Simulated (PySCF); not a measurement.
**CH4F2Ge: NMR shifts at several levels of theory, part 1 of 2**

How much do the NMR shifts of CH4F2Ge (`F[CH](F)[GeH3]`) depend on the level of theory, and what does each level cost?

The runs use PySCF 2.14.0, with density-fitted response routines of our own; the level of theory stands in each step. All values are computed, except where a source is named. Atoms count from 0, in the outputs and in this text.

### Step 1. The starting structure

8 atoms, charge 0, multiplicity 1; geometry from: PBE0-D3(BJ)/def2-SVP.

Bonds of the start (Å): F0–C1 1.36, C1–F2 1.36, C1–Ge3 1.99, C1–H4 1.11, Ge3–H5 1.54, Ge3–H6 1.54, Ge3–H7 1.53.

### Step 2. NMR shieldings: HF/pcSseg-2

Job settings and geometry (Å):

```
{"job": {"kind": "nmr", "xc": "HF", "basis": "pcSseg-2", "pop": false}, "charge": 0, "multiplicity": 1}
F     -1.709966     1.328219    -0.892356
C     -1.371119     0.314913    -0.057233
F     -1.683635    -0.856179    -0.666099
Ge     0.583468     0.374404     0.305129
H     -1.993504     0.401415     0.852455
H      0.944182    -0.782263     1.250818
H      0.920174     1.722261     0.962889
H      1.315378     0.226625    -1.034994
```

Level: GIAO HF/pcSseg-2 NMR shielding, non-relativistic, gas phase.

Command:

```
$ OMP_NUM_THREADS=1 python probes_run.py task.json out
```

This one command runs all jobs of the session in turn.

Log:

```text
final grid: 68944 points
cycle   1  E = -2314.4048540769  dE = -4.556e-01  |g| = 9.070e-01  |ddm| = 1.825e+00
cycle   2  E = -2314.4918679323  dE = -8.701e-02  |g| = 6.056e-01  |ddm| = 5.461e-01
cycle   3  E = -2314.5314597138  dE = -3.959e-02  |g| = 6.328e-02  |ddm| = 1.958e-01
cycle   4  E = -2314.5326451371  dE = -1.185e-03  |g| = 2.401e-02  |ddm| = 6.154e-02
cycle   5  E = -2314.5327843819  dE = -1.392e-04  |g| = 7.257e-03  |ddm| = 2.002e-02
cycle   6  E = -2314.5327982963  dE = -1.391e-05  |g| = 2.253e-03  |ddm| = 6.543e-03
cycle   7  E = -2314.5327999162  dE = -1.620e-06  |g| = 6.521e-04  |ddm| = 2.207e-03
cycle   8  E = -2314.5328001153  dE = -1.991e-07  |g| = 1.337e-04  |ddm| = 9.024e-04
cycle   9  E = -2314.5328001252  dE = -9.979e-09  |g| = 3.104e-05  |ddm| = 1.904e-04
cycle  10  E = -2314.5328001258  dE = -5.443e-10  |g| = 7.138e-06  |ddm| = 4.824e-05
converged SCF energy = -2314.5328001258

GIAO shielding tensors (ppm)
atom      isotropic    diamagn.    paramagn.     s11        s22        s33       span
  0 F      360.439     465.288    -104.849    234.387    356.494    490.435    256.048
  1 C       79.578     231.613    -152.036     55.764     88.754     94.215     38.451
  2 F      360.385     466.835    -106.450    234.522    356.601    490.033    255.511
  3 Ge    1693.422    2754.204   -1060.782   1659.048   1676.423   1744.794     85.746
  4 H       26.019      27.274      -1.255     23.813     25.046     29.197      5.384
  5 H       27.900      29.080      -1.180     22.065     22.942     38.692     16.627
  6 H       27.899      28.791      -0.892     22.059     22.950     38.686     16.627
  7 H       27.804      29.045      -1.241     21.982     23.221     38.209     16.226
```

Run time: 7.7 s. Hardware: 1 thread of AMD EPYC 9R45, shared host; peak memory 0.88 GiB.

Shifts follow as δ = σ(reference) − σ, with reference shieldings (ppm) from runs at the same level and on the same kind of geometry: ¹H TMS 31.68, ¹³C TMS 191.5, ¹⁹F CFCl3 245.3, ⁷³Ge GeMe4 1493. The references are single molecules in the gas phase, so shifts against H2O, NH3, PH3, H3PO4 or CFCl3 are not on the usual liquid scales and can be off by tens of ppm. Atoms listed in one row are averaged.

```csv
atoms,environment,σ (ppm),δ (ppm)
C1,sp3 CH bonded to 2 F and Ge,79.6,111.9
H4,hydrogen on an sp3 CH bonded to 2 F and Ge,26.02,5.66
"H5, H6, H7",hydrogen on a germanium bonded to C,27.87,3.81
"F0, F2",fluorine of a CF2 group,360.4,-115.1
Ge3,"germanium bonded to C, 3 H",1693,-201
```

### Step 3. Shielding tensors: LDA/pcSseg-2

The job, as its differences from that of step 2:

```diff
@@ -1,2 +1,2 @@
-{"job": {"kind": "nmr", "xc": "HF", "basis": "pcSseg-2", "pop": false}, "charge": 0, "multiplicity": 1}
+{"job": {"kind": "nmr", "xc": "LDA", "basis": "pcSseg-2", "pop": false}, "charge": 0, "multiplicity": 1}
 F     -1.709966     1.328219    -0.892356
```

Level: GIAO LDA/pcSseg-2 NMR shielding, non-relativistic, gas phase.

Log:

```text
coarse grid: 33088 points
cycle   1  E = -2312.4329422540  dE = -3.733e-01  |g| = 1.453e+00  |ddm| = 1.942e+00
cycle   2  E = -2312.1659204231  dE =  2.670e-01  |g| = 2.147e+00  |ddm| = 1.023e+00
cycle   3  E = -2312.5333052186  dE = -3.674e-01  |g| = 3.372e-01  |ddm| = 8.252e-01
cycle   4  E = -2312.5487893137  dE = -1.548e-02  |g| = 1.407e-01  |ddm| = 1.826e-01
cycle   5  E = -2312.5507798883  dE = -1.991e-03  |g| = 2.124e-02  |ddm| = 5.085e-02
cycle   6  E = -2312.5508670772  dE = -8.719e-05  |g| = 5.018e-03  |ddm| = 2.063e-02
cycle   7  E = -2312.5508728398  dE = -5.763e-06  |g| = 1.839e-03  |ddm| = 4.917e-03
final grid: 68944 points
cycle   8  E = -2312.5508770148  dE =  1.154e-06  |g| = 2.983e-03  |ddm| = 3.864e-03
cycle   9  E = -2312.5508734190  dE =  3.596e-06  |g| = 5.033e-03  |ddm| = 5.681e-03
cycle  10  E = -2312.5508790390  dE = -5.620e-06  |g| = 4.267e-04  |ddm| = 3.444e-03
cycle  11  E = -2312.5508790682  dE = -2.920e-08  |g| = 9.807e-05  |ddm| = 2.397e-04
cycle  12  E = -2312.5508790697  dE = -1.511e-09  |g| = 1.097e-05  |ddm| = 6.019e-05
cycle  13  E = -2312.5508790697  dE = -2.137e-11  |g| = 3.062e-06  |ddm| = 7.855e-06
converged SCF energy = -2312.5508790697

GIAO shielding tensors (ppm)
atom      isotropic    diamagn.    paramagn.     s11        s22        s33       span
  0 F      288.361     465.262    -176.900    161.174    273.349    430.561    269.387
  1 C       40.865     235.174    -194.309     14.115     49.931     58.550     44.435
  2 F      288.330     467.014    -178.684    161.407    273.592    429.991    268.584
  3 Ge    1503.518    2757.073   -1253.555   1452.411   1466.340   1591.803    139.392
  4 H       23.890      26.978      -3.088     21.925     23.203     26.542      4.617
  5 H       26.501      27.775      -1.274     20.627     21.618     37.259     16.632
  6 H       26.501      27.578      -1.077     20.620     21.625     37.257     16.637
  7 H       26.524      27.781      -1.257     20.918     21.920     36.733     15.815
```

Wall time 17 s (1 thread of AMD EPYC 9R45, shared host); peak memory 0.89 GiB.

This run: δ C1 139.4, F0 -150.1, Ge3 -276, H4 6.88, H5 4.26 ppm (means over like atoms).

### Step 4. NMR shieldings: PBE/pcSseg-2

The job, as its differences from that of step 3:

```diff
@@ -1,2 +1,2 @@
-{"job": {"kind": "nmr", "xc": "LDA", "basis": "pcSseg-2", "pop": false}, "charge": 0, "multiplicity": 1}
+{"job": {"kind": "nmr", "xc": "PBE", "basis": "pcSseg-2", "pop": false}, "charge": 0, "multiplicity": 1}
 F     -1.709966     1.328219    -0.892356
```

Method: GIAO PBE/pcSseg-2 NMR shielding, non-relativistic, gas phase.

Log:

```text
coarse grid: 33088 points
cycle   1  E = -2316.6518753111  dE = -3.610e-01  |g| = 1.387e+00  |ddm| = 1.914e+00
cycle   2  E = -2316.3709680613  dE =  2.809e-01  |g| = 2.094e+00  |ddm| = 1.068e+00
cycle   3  E = -2316.7552550423  dE = -3.843e-01  |g| = 3.158e-01  |ddm| = 8.505e-01
cycle   4  E = -2316.7689903967  dE = -1.374e-02  |g| = 1.341e-01  |ddm| = 1.672e-01
cycle   5  E = -2316.7707569988  dE = -1.767e-03  |g| = 1.743e-02  |ddm| = 4.797e-02
cycle   6  E = -2316.7708115012  dE = -5.450e-05  |g| = 4.891e-03  |ddm| = 1.689e-02
cycle   7  E = -2316.7708170954  dE = -5.594e-06  |g| = 1.522e-03  |ddm| = 4.779e-03
final grid: 68944 points
cycle   8  E = -2316.7708218853  dE =  6.989e-07  |g| = 2.385e-03  |ddm| = 3.353e-03
cycle   9  E = -2316.7708197200  dE =  2.165e-06  |g| = 3.917e-03  |ddm| = 4.651e-03
cycle  10  E = -2316.7708232177  dE = -3.498e-06  |g| = 3.510e-04  |ddm| = 2.784e-03
cycle  11  E = -2316.7708232367  dE = -1.902e-08  |g| = 8.238e-05  |ddm| = 1.960e-04
cycle  12  E = -2316.7708232377  dE = -1.029e-09  |g| = 8.091e-06  |ddm| = 4.693e-05
cycle  13  E = -2316.7708232377  dE = -1.455e-11  |g| = 3.322e-06  |ddm| = 6.626e-06
converged SCF energy = -2316.7708232377

GIAO shielding tensors (ppm)
atom      isotropic    diamagn.    paramagn.     s11        s22        s33       span
  0 F      290.217     465.760    -175.543    164.656    283.062    422.932    258.276
  1 C       44.500     234.270    -189.770     18.415     53.289     61.796     43.381
  2 F      290.188     467.583    -177.395    164.875    283.289    422.401    257.526
  3 Ge    1529.251    2756.711   -1227.460   1483.537   1500.990   1603.226    119.689
  4 H       24.429      27.212      -2.783     22.502     23.778     27.007      4.505
  5 H       27.132      28.607      -1.475     21.354     22.310     37.731     16.377
  6 H       27.131      28.373      -1.242     21.348     22.318     37.729     16.381
  7 H       27.170      28.646      -1.476     21.637     22.636     37.238     15.601
```

Run time: 19 s. Hardware: 1 thread of AMD EPYC 9R45, shared host; peak memory 0.81 GiB.

In short: δ C1 134.9, F0 -147.3, Ge3 -259, H4 6.75, H5 4.03 ppm (means over like atoms).

### Step 5. Nuclear shieldings: BLYP/pcSseg-2

The job, as its differences from that of step 4:

```diff
@@ -1,2 +1,2 @@
-{"job": {"kind": "nmr", "xc": "PBE", "basis": "pcSseg-2", "pop": false}, "charge": 0, "multiplicity": 1}
+{"job": {"kind": "nmr", "xc": "BLYP", "basis": "pcSseg-2", "pop": false}, "charge": 0, "multiplicity": 1}
 F     -1.709966     1.328219    -0.892356
```

With the program's defaults for keys left out, this is: GIAO BLYP/pcSseg-2 NMR shielding, non-relativistic, gas phase.

Log:

```text
coarse grid: 33088 points
cycle   1  E = -2317.2210077820  dE = -3.479e-01  |g| = 1.439e+00  |ddm| = 1.908e+00
cycle   2  E = -2316.8835626384  dE =  3.374e-01  |g| = 2.240e+00  |ddm| = 1.166e+00
cycle   3  E = -2317.3365436416  dE = -4.530e-01  |g| = 3.400e-01  |ddm| = 9.386e-01
cycle   4  E = -2317.3524436040  dE = -1.590e-02  |g| = 1.375e-01  |ddm| = 1.740e-01
cycle   5  E = -2317.3541823056  dE = -1.739e-03  |g| = 1.887e-02  |ddm| = 4.975e-02
cycle   6  E = -2317.3542459248  dE = -6.362e-05  |g| = 5.926e-03  |ddm| = 1.880e-02
cycle   7  E = -2317.3542542394  dE = -8.315e-06  |g| = 1.635e-03  |ddm| = 5.568e-03
final grid: 68944 points
cycle   8  E = -2317.3542674165  dE =  7.932e-07  |g| = 2.550e-03  |ddm| = 3.740e-03
cycle   9  E = -2317.3542648968  dE =  2.520e-06  |g| = 4.222e-03  |ddm| = 5.076e-03
cycle  10  E = -2317.3542689326  dE = -4.036e-06  |g| = 3.524e-04  |ddm| = 3.053e-03
cycle  11  E = -2317.3542689528  dE = -2.015e-08  |g| = 9.884e-05  |ddm| = 2.163e-04
cycle  12  E = -2317.3542689542  dE = -1.412e-09  |g| = 9.234e-06  |ddm| = 5.116e-05
cycle  13  E = -2317.3542689542  dE =  4.547e-13  |g| = 3.637e-06  |ddm| = 7.703e-06
converged SCF energy = -2317.3542689542

GIAO shielding tensors (ppm)
atom      isotropic    diamagn.    paramagn.     s11        s22        s33       span
  0 F      288.899     466.882    -177.983    163.318    284.749    418.631    255.313
  1 C       38.843     233.542    -194.699     12.743     48.749     55.038     42.295
  2 F      288.878     468.711    -179.834    163.536    284.976    418.120    254.584
  3 Ge    1501.060    2755.719   -1254.659   1454.538   1473.419   1575.225    120.687
  4 H       24.651      27.623      -2.972     22.723     24.146     27.084      4.361
  5 H       27.345      28.577      -1.231     21.620     22.573     37.843     16.224
  6 H       27.345      28.378      -1.033     21.613     22.580     37.840     16.227
  7 H       27.385      28.599      -1.214     21.906     22.901     37.348     15.442
```

It took 20 s on 1 thread of AMD EPYC 9R45, shared host; peak memory 0.81 GiB.

This run: δ C1 136.2, F0 -145.8, Ge3 -264, H4 6.72, H5 4.02 ppm (means over like atoms).

### Step 6. Shielding tensors: BP86/pcSseg-2

The job, as its differences from that of step 5:

```diff
@@ -1,2 +1,2 @@
-{"job": {"kind": "nmr", "xc": "BLYP", "basis": "pcSseg-2", "pop": false}, "charge": 0, "multiplicity": 1}
+{"job": {"kind": "nmr", "xc": "BP86", "basis": "pcSseg-2", "pop": false}, "charge": 0, "multiplicity": 1}
 F     -1.709966     1.328219    -0.892356
```

Method: GIAO BP86/pcSseg-2 NMR shielding, non-relativistic, gas phase.

Log:

```text
coarse grid: 33088 points
cycle   1  E = -2317.4796256895  dE = -3.569e-01  |g| = 1.387e+00  |ddm| = 1.909e+00
cycle   2  E = -2317.1961026403  dE =  2.835e-01  |g| = 2.101e+00  |ddm| = 1.042e+00
cycle   3  E = -2317.5845689567  dE = -3.885e-01  |g| = 3.096e-01  |ddm| = 8.303e-01
cycle   4  E = -2317.5977904207  dE = -1.322e-02  |g| = 1.329e-01  |ddm| = 1.616e-01
cycle   5  E = -2317.5995200298  dE = -1.730e-03  |g| = 1.745e-02  |ddm| = 4.684e-02
cycle   6  E = -2317.5995741907  dE = -5.416e-05  |g| = 4.791e-03  |ddm| = 1.676e-02
cycle   7  E = -2317.5995797258  dE = -5.535e-06  |g| = 1.499e-03  |ddm| = 4.490e-03
final grid: 68944 points
cycle   8  E = -2317.5995931819  dE =  6.800e-07  |g| = 2.297e-03  |ddm| = 3.267e-03
cycle   9  E = -2317.5995914858  dE =  1.696e-06  |g| = 3.695e-03  |ddm| = 4.390e-03
cycle  10  E = -2317.5995944661  dE = -2.980e-06  |g| = 2.955e-04  |ddm| = 2.647e-03
cycle  11  E = -2317.5995944800  dE = -1.393e-08  |g| = 7.704e-05  |ddm| = 1.687e-04
cycle  12  E = -2317.5995944809  dE = -8.704e-10  |g| = 7.517e-06  |ddm| = 4.090e-05
converged SCF energy = -2317.5995944809

GIAO shielding tensors (ppm)
atom      isotropic    diamagn.    paramagn.     s11        s22        s33       span
  0 F      292.278     465.454    -173.175    166.673    285.492    424.669    257.997
  1 C       44.717     235.245    -190.528     18.551     53.544     62.056     43.505
  2 F      292.246     467.188    -174.942    166.880    285.710    424.148    257.268
  3 Ge    1518.483    2756.778   -1238.295   1473.607   1491.865   1589.977    116.370
  4 H       24.496      27.349      -2.853     22.595     23.860     27.033      4.438
  5 H       27.145      28.539      -1.394     21.373     22.332     37.731     16.357
  6 H       27.144      28.316      -1.172     21.366     22.339     37.728     16.361
  7 H       27.177      28.550      -1.373     21.642     22.657     37.232     15.590
```

Wall time 19 s (1 thread of AMD EPYC 9R45, shared host); peak memory 0.73 GiB.

Key values: δ C1 134.5, F0 -148.3, Ge3 -260, H4 6.74, H5 4.08 ppm (means over like atoms).

### Step 7. Shielding tensors: OPBE/pcSseg-2

The job, as its differences from that of step 6:

```diff
@@ -1,2 +1,2 @@
-{"job": {"kind": "nmr", "xc": "BP86", "basis": "pcSseg-2", "pop": false}, "charge": 0, "multiplicity": 1}
+{"job": {"kind": "nmr", "xc": "OPBE", "basis": "pcSseg-2", "pop": false}, "charge": 0, "multiplicity": 1}
 F     -1.709966     1.328219    -0.892356
```

Method: GIAO OPBE/pcSseg-2 NMR shielding, non-relativistic, gas phase.

Log:

```text
coarse grid: 33088 points
cycle   1  E = -2317.7017347587  dE = -3.998e-01  |g| = 1.110e+00  |ddm| = 1.929e+00
cycle   2  E = -2317.4925852557  dE =  2.091e-01  |g| = 1.648e+00  |ddm| = 9.716e-01
cycle   3  E = -2317.7798187134  dE = -2.872e-01  |g| = 2.518e-01  |ddm| = 7.453e-01
cycle   4  E = -2317.7889082266  dE = -9.090e-03  |g| = 1.125e-01  |ddm| = 1.329e-01
cycle   5  E = -2317.7901330053  dE = -1.225e-03  |g| = 1.316e-02  |ddm| = 3.857e-02
cycle   6  E = -2317.7901600755  dE = -2.707e-05  |g| = 3.046e-03  |ddm| = 1.158e-02
cycle   7  E = -2317.7901621194  dE = -2.044e-06  |g| = 1.227e-03  |ddm| = 3.529e-03
final grid: 68944 points
cycle   8  E = -2317.7901908851  dE =  3.754e-07  |g| = 1.825e-03  |ddm| = 3.154e-03
cycle   9  E = -2317.7901897240  dE =  1.161e-06  |g| = 2.815e-03  |ddm| = 3.774e-03
cycle  10  E = -2317.7901917121  dE = -1.988e-06  |g| = 2.491e-04  |ddm| = 2.247e-03
cycle  11  E = -2317.7901917209  dE = -8.730e-09  |g| = 2.837e-05  |ddm| = 1.134e-04
cycle  12  E = -2317.7901917210  dE = -1.423e-10  |g| = 7.934e-06  |ddm| = 2.158e-05
converged SCF energy = -2317.7901917210

GIAO shielding tensors (ppm)
atom      isotropic    diamagn.    paramagn.     s11        s22        s33       span
  0 F      299.902     465.578    -165.676    178.889    294.632    426.185    247.297
  1 C       55.124     233.994    -178.870     29.953     62.582     72.836     42.883
  2 F      299.868     467.529    -167.661    179.076    294.837    425.691    246.615
  3 Ge    1556.127    2759.086   -1202.959   1514.340   1532.370   1621.671    107.330
  4 H       24.541      26.544      -2.003     22.635     23.730     27.257      4.622
  5 H       27.230      29.284      -2.055     21.489     22.421     37.778     16.289
  6 H       27.229      28.949      -1.721     21.482     22.429     37.775     16.292
  7 H       27.260      29.414      -2.154     21.715     22.749     37.317     15.603
```

Wall time 19 s (1 thread of AMD EPYC 9R45, shared host); peak memory 0.81 GiB.

This run: δ C1 129.3, F0 -144.7, Ge3 -241, H4 6.66, H5 3.96 ppm (means over like atoms).

### Step 8. NMR shieldings: KT2/pcSseg-2

The job, as its differences from that of step 7:

```diff
@@ -1,2 +1,2 @@
-{"job": {"kind": "nmr", "xc": "OPBE", "basis": "pcSseg-2", "pop": false}, "charge": 0, "multiplicity": 1}
+{"job": {"kind": "nmr", "xc": "KT2", "basis": "pcSseg-2", "pop": false}, "charge": 0, "multiplicity": 1}
 F     -1.709966     1.328219    -0.892356
```

Level: GIAO KT2/pcSseg-2 NMR shielding, non-relativistic, gas phase.

Log:

```text
coarse grid: 33088 points
cycle   1  E = -2329.0001642528  dE = -3.385e-01  |g| = 9.770e-01  |ddm| = 1.847e+00
cycle   2  E = -2328.6869251516  dE =  3.132e-01  |g| = 1.712e+00  |ddm| = 1.154e+00
cycle   3  E = -2329.0960451889  dE = -4.091e-01  |g| = 1.833e-01  |ddm| = 9.006e-01
cycle   4  E = -2329.1010250858  dE = -4.980e-03  |g| = 8.637e-02  |ddm| = 1.016e-01
cycle   5  E = -2329.1016405875  dE = -6.155e-04  |g| = 1.341e-02  |ddm| = 3.004e-02
cycle   6  E = -2329.1016660311  dE = -2.544e-05  |g| = 2.771e-03  |ddm| = 1.056e-02
cycle   7  E = -2329.1016677710  dE = -1.740e-06  |g| = 1.020e-03  |ddm| = 2.941e-03
final grid: 68944 points
cycle   8  E = -2329.1016945778  dE =  2.555e-07  |g| = 1.564e-03  |ddm| = 2.399e-03
cycle   9  E = -2329.1016936703  dE =  9.076e-07  |g| = 2.493e-03  |ddm| = 3.220e-03
cycle  10  E = -2329.1016951842  dE = -1.514e-06  |g| = 1.976e-04  |ddm| = 1.954e-03
cycle  11  E = -2329.1016951893  dE = -5.155e-09  |g| = 3.671e-05  |ddm| = 9.881e-05
cycle  12  E = -2329.1016951896  dE = -2.447e-10  |g| = 1.030e-05  |ddm| = 2.317e-05
converged SCF energy = -2329.1016951896

GIAO shielding tensors (ppm)
atom      isotropic    diamagn.    paramagn.     s11        s22        s33       span
  0 F      288.263     465.893    -177.630    158.617    285.371    420.802    262.185
  1 C       51.899     236.053    -184.154     26.697     60.674     68.327     41.629
  2 F      288.224     467.631    -179.407    158.836    285.585    420.251    261.415
  3 Ge    1587.465    2761.670   -1174.206   1544.685   1560.487   1657.222    112.537
  4 H       24.430      27.452      -3.022     22.530     23.660     27.100      4.570
  5 H       27.180      28.531      -1.351     21.443     22.377     37.719     16.275
  6 H       27.179      28.320      -1.141     21.437     22.384     37.716     16.279
  7 H       27.205      28.512      -1.306     21.697     22.690     37.229     15.532
```

Wall time 19 s (1 thread of AMD EPYC 9R45, shared host); peak memory 0.81 GiB.

This run: δ C1 130.4, F0 -151.9, Ge3 -256, H4 6.75, H5 3.99 ppm (means over like atoms).

### Step 9. Shielding tensors: KT3/pcSseg-2

The job, as its differences from that of step 8:

```diff
@@ -1,2 +1,2 @@
-{"job": {"kind": "nmr", "xc": "KT2", "basis": "pcSseg-2", "pop": false}, "charge": 0, "multiplicity": 1}
+{"job": {"kind": "nmr", "xc": "KT3", "basis": "pcSseg-2", "pop": false}, "charge": 0, "multiplicity": 1}
 F     -1.709966     1.328219    -0.892356
```

Level: GIAO KT3/pcSseg-2 NMR shielding, non-relativistic, gas phase.

Log:

```text
coarse grid: 33088 points
cycle   1  E = -2328.1872807457  dE = -3.564e-01  |g| = 9.606e-01  |ddm| = 1.861e+00
cycle   2  E = -2327.8825049741  dE =  3.048e-01  |g| = 1.672e+00  |ddm| = 1.197e+00
cycle   3  E = -2328.2841299453  dE = -4.016e-01  |g| = 1.702e-01  |ddm| = 9.229e-01
cycle   4  E = -2328.2885065446  dE = -4.377e-03  |g| = 7.854e-02  |ddm| = 9.473e-02
cycle   5  E = -2328.2890639506  dE = -5.574e-04  |g| = 1.259e-02  |ddm| = 3.051e-02
cycle   6  E = -2328.2890854311  dE = -2.148e-05  |g| = 2.223e-03  |ddm| = 9.093e-03
cycle   7  E = -2328.2890865594  dE = -1.128e-06  |g| = 8.243e-04  |ddm| = 2.499e-03
final grid: 68944 points
cycle   8  E = -2328.2891249981  dE =  1.058e-07  |g| = 1.186e-03  |ddm| = 2.235e-03
cycle   9  E = -2328.2891245349  dE =  4.632e-07  |g| = 1.838e-03  |ddm| = 2.505e-03
cycle  10  E = -2328.2891253581  dE = -8.232e-07  |g| = 1.667e-04  |ddm| = 1.484e-03
cycle  11  E = -2328.2891253627  dE = -4.623e-09  |g| = 3.699e-05  |ddm| = 9.995e-05
cycle  12  E = -2328.2891253629  dE = -2.310e-10  |g| = 6.769e-06  |ddm| = 2.316e-05
converged SCF energy = -2328.2891253629

GIAO shielding tensors (ppm)
atom      isotropic    diamagn.    paramagn.     s11        s22        s33       span
  0 F      293.834     466.941    -173.107    168.292    294.494    418.715    250.424
  1 C       52.778     234.390    -181.613     28.009     61.398     68.927     40.918
  2 F      293.801     468.838    -175.037    168.491    294.700    418.212    249.721
  3 Ge    1579.162    2761.106   -1181.944   1537.983   1555.608   1643.895    105.913
  4 H       24.718      27.282      -2.564     22.815     23.983     27.354      4.539
  5 H       27.507      29.124      -1.616     21.839     22.753     37.930     16.092
  6 H       27.506      28.857      -1.350     21.832     22.761     37.927     16.095
  7 H       27.536      29.179      -1.643     22.067     23.074     37.468     15.400
```

Run time: 18 s. Hardware: 1 thread of AMD EPYC 9R45, shared host; peak memory 0.81 GiB.

This run: δ C1 128.5, F0 -146.9, Ge3 -244, H4 6.64, H5 3.84 ppm (means over like atoms).

(Continued in part 2 of 2.)
